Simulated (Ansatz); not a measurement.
The system is YbRu.

```
CELL_PARAMETERS angstrom
0.00000 2.77452 2.77452
2.77452 0.00000 2.77452
2.77452 2.77452 0.00000
ATOMIC_POSITIONS crystal
Yb 0.50000 0.50000 0.50000
Ru 0.00000 0.00000 0.00000
```

The cell was built by a generator and needn't be a form met in nature.

Base run:

* Program: Ansatz 0.2.0
* Functional: PBE
* Potentials or basis: Ansatz PAW
* Cutoff: 420 eV (not typed: the program's choice for these potentials)
* k mesh: 6 × 6 × 6
* Occupations: fermi-dirac, width 0.05 eV
* Spin: non-collinear spin, ferromagnetic start, spin-orbit coupling
* Starting moments: [[0.707, 0.707, 0.0], [0.707, 0.707, 0.0]] μB

Its results: band gap on the k mesh none (metal or under the smearing width); pressure 0.2 GPa; net moment 0.86 μB per cell.

Task: The run is repeated on the same cell with these changes: spin from non-collinear spin, ferromagnetic start, spin-orbit coupling to collinear spin, ferromagnetic start; potential files from those of the base run to others of the same set; moments at the start from [0.71, 0.71, 0.0, 0.71, 0.71, 0.0] to [1.0, 1.0]. What comes out?

Result: Band gap on the k mesh none (metal or under the smearing width); pressure 0.6 GPa; net moment 0.95 μB per cell; site moments Yb +0.26; Ru +0.68 μB.

Caveats: without U or exact exchange the open f shell lies at the Fermi level, which spoils levels, moments and volumes; the thresholds are loose for stress (some runs); spin-orbit coupling is left out, which moves the levels of the heavy elements (some runs).
